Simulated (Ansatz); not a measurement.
# C₂H₈GeN₂: up Jacob's ladder to CCSD(T)

How much do the methods differ for C₂H₈GeN₂? The plan is to run it at one geometry with functionals of several rungs and with coupled cluster. The yardstick is the atomisation energy at the CCSD(T) limit.

Computed with Ansatz 0.2.0, Gaussian basis. Level: functionals in def2-TZVPP, the program's frozen cores in correlated methods.

Levels to be run: LDA (SPW92), PBE-D4, revPBE-D4, BLYP-D4, r2SCAN-D4, B97M-V, PBE0-D4, B3LYP-D4, r2SCANh-D4, r2SCAN0-D4, HSE06-D4, BHLYP-D4, CAM-B3LYP-D4, LC-ωPBE, ωB97X-V, ωB97M-V, B2PLYP, PBE-QIDH; CCSD(T)/def2-SVP; CCSD(T)/def2-TZVPP; MP2/def2-QZVPP; extrapolation to the limit; RPA on PBE.

### Step 1. The relaxed structure

The geometry comes from an earlier relaxation with PBE0-D4 in a triple-zeta def2 set; it is a stationary point, not always the lowest conformer.

SMILES `C[N](C)[Ge][NH2]`, 13 atoms, charge 0, spin multiplicity 1.

Atoms are counted from 1 here; the program's logs count them from 0.

Bond lengths: C1–N2 1.436 Å, C1–H6 1.090 Å, C1–H7 1.100 Å, C1–H8 1.099 Å, N2–C3 1.441 Å, N2–Ge4 1.839 Å, C3–H9 1.099 Å, C3–H10 1.099 Å, C3–H11 1.094 Å, Ge4–N5 1.830 Å, N5–H12 1.007 Å, N5–H13 1.007 Å. Angles: N2–C1–H6 111.5°, N2–C1–H7 112.1°, N2–C1–H8 110.8°, H6–C1–H7 108.1°, H6–C1–H8 107.0°, H7–C1–H8 107.2°, C1–N2–C3 112.9°, C1–N2–Ge4 129.2°, C3–N2–Ge4 117.9°, N2–C3–H9 111.9°, N2–C3–H10 111.5°, N2–C3–H11 110.3°, H9–C3–H10 107.3°, H9–C3–H11 107.7°, H10–C3–H11 107.9°, N2–Ge4–N5 100.0°, Ge4–N5–H12 128.7°, Ge4–N5–H13 119.1° and more.

### Step 2. LDA

This LDA is Slater exchange with PW92 correlation.

Input file in.yaml:

```yaml
crystal:
  periodic: [false, false, false]
  atoms:
    - {symbol: C, position_ang: [-0.095842, 1.061017, 0.532718]}
    - {symbol: N, position_ang: [0.401019, -0.194115, 0.042073]}
    - {symbol: C, position_ang: [1.678951, -0.550401, 0.604241]}
    - {symbol: Ge, position_ang: [-0.383028, -1.375992, -1.127827]}
    - {symbol: N, position_ang: [-1.992348, -0.544626, -1.387790]}
    - {symbol: H, position_ang: [-0.970421, 1.390869, -0.028484]}
    - {symbol: H, position_ang: [-0.371810, 1.010361, 1.595917]}
    - {symbol: H, position_ang: [0.665423, 1.846961, 0.432648]}
    - {symbol: H, position_ang: [1.629858, -0.656618, 1.697346]}
    - {symbol: H, position_ang: [2.442745, 0.208288, 0.382894]}
    - {symbol: H, position_ang: [2.022094, -1.503692, 0.192709]}
    - {symbol: H, position_ang: [-2.366564, 0.263502, -0.917294]}
    - {symbol: H, position_ang: [-2.660078, -0.955555, -2.019160]}
basis:
  gaussian: {orbitals: def2-TZVPP}
hamiltonian: {xc: lda}
output: {orbitals: {seedname: orbitals}}
```

Command:

```console
$ ansatz run in.yaml --threads 4 --pin off --events-out ev --progress --plain --max-ram 11315MiB
```

After this run come: PBE-D4 (GGA); revPBE-D4 (GGA); BLYP-D4 (GGA); r2SCAN-D4 (meta-GGA); B97M-V (meta-GGA); B3LYP-D4 (hybrid); r2SCANh-D4 (hybrid); r2SCAN0-D4 (hybrid); HSE06-D4 (hybrid); BHLYP-D4 (hybrid); CAM-B3LYP-D4 (range-separated); LC-ωPBE (range-separated); ωB97X-V (range-separated); ωB97M-V (range-separated); B2PLYP (double hybrid); PBE-QIDH (double hybrid); CCSD(T) in def2-SVP; CCSD(T) in def2-TZVPP; MP2 in def2-QZVPP; RPA on PBE orbitals.

**Question.** What will the summary of the whole plan be? Wanted: atomisation energy, CCSD(T)/CBS; farthest beyond LDA; mean size of error, GGA; mean size of error, meta-GGA; mean size of error, hybrid; mean size of error, range-separated; mean size of error, double hybrid; gap, smallest and largest; T1 diagnostic.

**Answer**, as computed:

| quantity | value |
| --- | --- |
| atomisation energy, CCSD(T)/CBS | 4690.0 kJ/mol |
| functionals within 46.9 kJ/mol (1.0 %) | revPBE-D4, BLYP-D4, r2SCAN-D4, B97M-V, PBE0-D4, B3LYP-D4, HSE06-D4, CAM-B3LYP-D4, LC-ωPBE, ωB97X-V, ωB97M-V |
| farthest beyond LDA | BHLYP-D4 (-137.1 kJ/mol) |
| mean size of error, GGA | 48.1 kJ/mol |
| mean size of error, meta-GGA | 12.0 kJ/mol |
| mean size of error, hybrid | 51.5 kJ/mol |
| mean size of error, range-separated | 21.5 kJ/mol |
| mean size of error, double hybrid | 51.8 kJ/mol |
| gap, smallest and largest | 3.58 eV (LDA (SPW92)), 10.35 eV (LC-ωPBE) |
| T1 diagnostic | 0.0136 |
| triples share of the correlation energy | 4.0 % |

**Reading.** LDA overbinds by 705.3 kJ/mol (15 %). PBE-D4 misses by +105.7 kJ/mol. Double hybrids carry the basis error of their MP2 part in triple zeta, and no dispersion term here, so their miss is partly the set-up's. The rungs meta-GGA, range-separated miss on average by less than the doubt on the reference (46.9 kJ/mol), so they tie. Misses under about 46.9 kJ/mol are within the doubt on the reference itself, which lacks core-valence correlation, relativity and higher excitations, and its outer-core shells are covered unevenly. Hartree-Fock recovers 69 % of the binding; the rest is correlation. CCSD(T) in def2-SVP is off by -293.4 kJ/mol, worse than the median functional, from the basis alone. Orbital gaps span 3.6 to 10.4 eV; exact exchange widens them. Correlated methods include outer-core shells of Ge, which these sets cover unevenly.
